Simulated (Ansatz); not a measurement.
# CH₆BClGeO: a ladder of functionals and wavefunction methods

Aim: compute CH₆BClGeO with functionals from several rungs and with coupled cluster, and see how far each lands from CCSD(T) at the basis-set limit for the atomisation energy.

The runs use Ansatz 0.2.0, Gaussian basis; functionals in def2-TZVPP, the program's frozen cores in correlated methods.

The runs, in order: PBE-D4, r2SCAN-D4, PBE0-D4, B3LYP-D4, ωB97X-V, ωB97M-V, B2PLYP; CCSD(T)/def2-TZVPP; MP2/def2-QZVPP; extrapolation to the limit.

**1. The relaxed structure**

All runs share one geometry, relaxed beforehand with PBE0-D4 in a triple-zeta def2 set.

SMILES `OC[B](Cl)[GeH3]`, 11 atoms, charge 0, spin multiplicity 1.

Atoms are counted from 1 here; the program's logs count them from 0.

Bond lengths: O1–C2 1.415 Å, O1–H6 0.961 Å, C2–B3 1.562 Å, C2–H7 1.104 Å, C2–H8 1.098 Å, B3–Cl4 1.750 Å, B3–Ge5 2.071 Å, Ge5–H9 1.544 Å, Ge5–H10 1.538 Å, Ge5–H11 1.536 Å. Angles: C2–O1–H6 108.8°, O1–C2–B3 116.6°, O1–C2–H7 111.8°, O1–C2–H8 106.5°, B3–C2–H7 109.0°, B3–C2–H8 107.8°, H7–C2–H8 104.3°, C2–B3–Cl4 117.5°, C2–B3–Ge5 122.6°, Cl4–B3–Ge5 119.9°, B3–Ge5–H9 110.5°, B3–Ge5–H10 109.7°, B3–Ge5–H11 112.4°, H9–Ge5–H10 107.1°, H9–Ge5–H11 108.2°, H10–Ge5–H11 108.8°.

Coordinates:

```
O    -1.1288    1.5408   -0.3650
C    -0.8355    0.4059   -1.1582
B     0.1888   -0.6145   -0.5683
Cl    0.6247   -1.9870   -1.5620
Ge    1.0340   -0.3878    1.3089
H    -1.3982    1.2467    0.5089
H    -1.7514   -0.1345   -1.4564
H    -0.4247    0.7842   -2.1040
H    -0.0154    0.1278    2.3166
H     2.1559    0.6629    1.2486
H     1.6158   -1.7015    1.8515
```

**2. PBE-D4 (GGA)**

File in.yaml:

```yaml
crystal:
  periodic: [false, false, false]
  atoms:
    - {symbol: O, position_ang: [-1.128808, 1.540794, -0.364959]}
    - {symbol: C, position_ang: [-0.835499, 0.405880, -1.158246]}
    - {symbol: B, position_ang: [0.188845, -0.614503, -0.568301]}
    - {symbol: Cl, position_ang: [0.624736, -1.987033, -1.562030]}
    - {symbol: Ge, position_ang: [1.034042, -0.387844, 1.308865]}
    - {symbol: H, position_ang: [-1.398185, 1.246711, 0.508916]}
    - {symbol: H, position_ang: [-1.751373, -0.134455, -1.456410]}
    - {symbol: H, position_ang: [-0.424711, 0.784244, -2.103951]}
    - {symbol: H, position_ang: [-0.015410, 0.127791, 2.316603]}
    - {symbol: H, position_ang: [2.155870, 0.662913, 1.248588]}
    - {symbol: H, position_ang: [1.615791, -1.701497, 1.851524]}
basis:
  gaussian: {orbitals: def2-TZVPP}
hamiltonian: {xc: pbe, dispersion: d4}
output: {forces: true, orbitals: {seedname: orbitals}}
```

On the command line:

```sh
> ansatz run in.yaml --threads 4 --pin off --events-out ev --progress --plain --max-ram 10444MiB
```

The runs that follow: r2SCAN-D4 (meta-GGA); PBE0-D4 (hybrid); B3LYP-D4 (hybrid); ωB97X-V (range-separated); ωB97M-V (range-separated); B2PLYP (double hybrid); CCSD(T) in def2-TZVPP; MP2 in def2-QZVPP.

Before running them: what should the planned runs give, taken together? Wanted: atomisation energy, CCSD(T)/CBS; farthest; mean size of error, hybrid; mean size of error, range-separated; gap, smallest and largest; T1 diagnostic; triples share of the correlation energy.

The runs gave:

```
                               quantity                                           value
        atomisation energy, CCSD(T)/CBS                                       38.226 eV
    functionals within 0.382 eV (1.0 %)  r2SCAN-D4, PBE0-D4, B3LYP-D4, ωB97X-V, ωB97M-V
                               farthest                              PBE-D4 (+0.641 eV)
             mean size of error, hybrid                                        0.106 eV
    mean size of error, range-separated                                        0.089 eV
              gap, smallest and largest            3.35 eV (PBE-D4), 10.27 eV (ωB97X-V)
                          T1 diagnostic                                          0.0123
triples share of the correlation energy                                           3.8 %
```

What this shows: PBE-D4 misses by +0.641 eV. Double hybrids carry the basis error of their MP2 part in triple zeta, and no dispersion term here, so their miss is partly the set-up's. The reference freezes the cores and leaves out relativity and excitations past (T), and its outer-core shells are covered unevenly, so misses under about 0.382 eV can't be ranked. Hartree-Fock recovers 73 % of the binding; the rest is correlation. The gap grows from 3.4 to 10.3 eV across the functionals, mostly with the share of exact exchange. Correlated methods include outer-core shells of Ge, which these sets cover unevenly.
